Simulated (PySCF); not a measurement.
# Tb(OH)3: other functionals and bases at one geometry

One table from this session's results is given with a row withheld; the runs are named, their logs left out.

Computed with PySCF 2.14.0. Level: several levels, as the steps say, no spin–orbit coupling.

1 further run of the same task is left out (for a known fault of the program).

**Starting geometry**

7 atoms, charge 0, spin multiplicity 1.

Bond lengths: Tb1–O2 2.059 Å, Tb1–O4 2.059 Å, Tb1–O6 2.059 Å, O2–H3 0.956 Å, O4–H5 0.956 Å, O6–H7 0.956 Å. Angles: O2–Tb1–O4 120.0°, O2–Tb1–O6 120.0°, O4–Tb1–O6 120.0°, Tb1–O2–H3 179.7°, Tb1–O4–H5 179.7°, Tb1–O6–H7 179.7°.

Geometry (Å):

```
Tb    0.00000    0.00000    0.12979
O     2.05885   -0.00001    0.14235
H     3.01443   -0.00002    0.15262
O    -1.02941    1.78302    0.14235
H    -1.50720    2.61059    0.15262
O    -1.02944   -1.78301    0.14235
H    -1.50723   -2.61057    0.15262
```

Formal oxidation states: Tb +3. Each metal's 8 4f electrons lie in its core potential, so multiplicities, spins and levels count the valence alone. An earlier session relaxed this geometry at PBE0, Tb lcecp-1-SVP with ECP54, O def2-SVP, H def2-SVP (singlet, point group C3v).

At PBE0 on the finer grid: E = -263.727290 Eh, HOMO -7.61 eV, LUMO -1.30 eV, Mulliken charge on Tb1 +1.09 e, largest force component 0.007 eV/Å. 

Levels to run: CAM-B3LYP; HF; PBE0, TZVP. Hardware: 2 threads of Arm Neoverse V2, shared host.

Set-up of the first run:

run.py (the lines that set the calculation)

```python
mol = gto.M(atom='''
Tb     0.00000     0.00000     0.12979
O      2.05885    -0.00001     0.14235
H      3.01443    -0.00002     0.15262
O     -1.02941     1.78302     0.14235
H     -1.50720     2.61059     0.15262
O     -1.02944    -1.78301     0.14235
H     -1.50723    -2.61057     0.15262''',
    basis={'Tb': 'lcecp-1-SVP', 'O': 'def2-SVP', 'H': 'def2-SVP'},
    ecp={'Tb': 'lcecp-1-SVP'},
    charge=0, spin=0)
mf = dft.RKS(mol, xc='CAMB3LYP')
mf.grids.atom_grid = (75, 302)  # f atoms: unpruned, at least (60, 302)
mf = mf.density_fit()  # fitting sets: Tb AutoAux, O def2-universal-JKFIT, H def2-universal-JKFIT
mf.conv_tol = 1e-08; mf.max_cycle = 55
mf.kernel(dm0)  # dm0: the density of the relaxed state
```

Run with:

```console
$ OMP_NUM_THREADS=2 python run.py
```

Among the steps run: CAM-B3LYP; HF; PBE0, TZVP.

One table of the session follows, with a row left open; its other results are not shown here.

```
              level  HOMO (eV)  gap (eV)  charge on Tb1 (e)  largest force component (eV/Å)
PBE0 (relaxed here)      -7.61      6.31               1.09                            0.01
          CAM-B3LYP          ?         ?                  ?                               ?
                 HF     -11.93     12.77               1.57                            1.55
         PBE0, TZVP      -7.87      6.51               1.64                            0.27
```

**Question.** Estimate the row for CAM-B3LYP.

As computed: HOMO (eV): -9.06; gap (eV): 8.44; charge on Tb1 (e): 1.05; largest force component (eV/Å): 0.09. In the column «HOMO (eV)» it lies between HF (-11.93) and PBE0, TZVP (-7.87).

In one basis the HOMO–LUMO gap runs from 6.31 eV (PBE0) to 12.77 eV (HF). The largest leftover force, 1.55 eV/Å with HF, stands at a geometry relaxed at another level. With 4f in the core, its levels are missing from HOMO and gap, and its count is fixed, so no charge can pass from the ligands into it. Total energies of different levels can't be compared.
